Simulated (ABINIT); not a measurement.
A calculation with ABINIT 10.8.3 (patched build) of TaWC2 (ASE script, structure from a P1 CIF):

The input run.py:

```python
import json, os
import numpy as np
from ase.units import GPa
from ase.calculators.abinit import Abinit, AbinitProfile
from ase.io import read

atoms = read('TaWC2.cif')

profile = AbinitProfile(command='abinit', pp_paths=[os.path.abspath('pseudos')])
params = dict(
    pps='pawxml', xc='PBE',
    ecut=517.0163,
    pawecutdg=1034.0327,
    pawxcdev=0,
    kptopt=1,
    ngkpt=[10, 10, 10],
    nshiftk=1,
    shiftk=[0.0, 0.0, 0.0],
    ixc=11,
    nband=22,
    occopt=3,
    tsmear=0.05,
    nstep=100,
    tolvrs=1e-09,
    prtwf=0,
    prtden=0,
)

atoms.calc = Abinit(profile=profile, directory='run', **params)
energy = atoms.get_potential_energy()
forces = atoms.get_forces()
stress = atoms.get_stress()
print(f'energy {energy:.6f} eV')
print('forces (eV/A)')
print(np.round(forces, 5))
print('stress (GPa, Voigt, tension positive)', np.round(stress / GPa, 4))
json.dump(dict(energy=energy, forces=forces.tolist(), stress=stress.tolist(), cell=atoms.cell.tolist(), frac=atoms.get_scaled_positions(wrap=False).tolist()), open('results.json', 'w'))
```

TaWC2.cif

```cif
data_TaWC2
_cell_length_a 5.41487101
_cell_length_b 5.41487101
_cell_length_c 5.41487101
_cell_angle_alpha 33.75002349
_cell_angle_beta 33.75002349
_cell_angle_gamma 33.75002349
_space_group_name_H-M_alt 'P1'
_space_group_name_Hall 'P 1'
_space_group_IT_number 1
loop_
_space_group_symop_operation_xyz
'x,y,z'
loop_
_atom_site_label
_atom_site_type_symbol
_atom_site_symmetry_multiplicity
_atom_site_Wyckoff_symbol
_atom_site_fract_x
_atom_site_fract_y
_atom_site_fract_z
_atom_site_occupancy
W1 W 1 a 0.0000000000 0.0000000000 0.0000000000 1
Ta1 Ta 1 a 0.5000000000 0.5000000000 0.5000000000 1
C1 C 1 a 0.2509330000 0.2509330000 0.2509330000 1
C2 C 1 a 0.7490670000 0.7490670000 0.7490670000 1
```

Potentials or basis: JTH PAW PBE v2.0.

Launch:

```sh
$ python run.py
```

The cell comes from a database or a generator and needn't be the stable form of this composition.

Task: Write the same calculation in another form: native input, structure from a POSCAR.

Result: As run:

File run.abi:

```
# Pseudopotentials
pp_dirpath "./"
pseudos "W.GGA_PBE-JTH.xml, Ta.GGA_PBE-JTH.xml, C.GGA_PBE-JTH.xml"

# Structure
structure "poscar:POSCAR"
natom 4

# Plane-wave basis
ecut 19.0
pawecutdg 38.0
pawxcdev 0

# k points
kptopt 1
ngkpt 10 10 10
nshiftk 1
shiftk 0.0 0.0 0.0

# Exchange and correlation
ixc 11

# Bands and occupations
nband 22
occopt 3
tsmear 0.05 eV

# SCF cycle
nstep 100
tolvrs 1.0e-9

# Output
iomode 3
prtwf 0
prtden 0
prteig 0
prtebands 0
enunit 2
```

Contents of POSCAR:

```
TaWC2
1.0
    1.5718551461      0.9075109917      5.1016196719
   -1.5718551461      0.9075109917      5.1016196719
    0.0000000000     -1.8150219835      5.1016196719
W Ta C
1 1 2
Direct
    0.0000000000      0.0000000000      0.0000000000  W
    0.5000000000      0.5000000000      0.5000000000  Ta
    0.2509330000      0.2509330000      0.2509330000  C
    0.7490670000      0.7490670000      0.7490670000  C
```

Potentials or basis: JTH PAW PBE v2.0.

Launch:

```console
$ abinit run.abi > log 2>&1
```

Both were run:

|  | ASE script, structure from a P1 CIF | native input, structure from a POSCAR |
| --- | --- | --- |
| Pressure | -2.4 GPa | -2.4 GPa |
| Largest force | 0.051 eV/Å | 0.051 eV/Å |
| Band gap on the k mesh | none (metal or under the smearing width) | none (metal or under the smearing width) |
| Valence electrons inside the program's atomic spheres | W 11.74; Ta 10.70; C 2.47 | W 11.74; Ta 10.70; C 2.47 |

Keys that steer only the numerical path or the files written may differ.
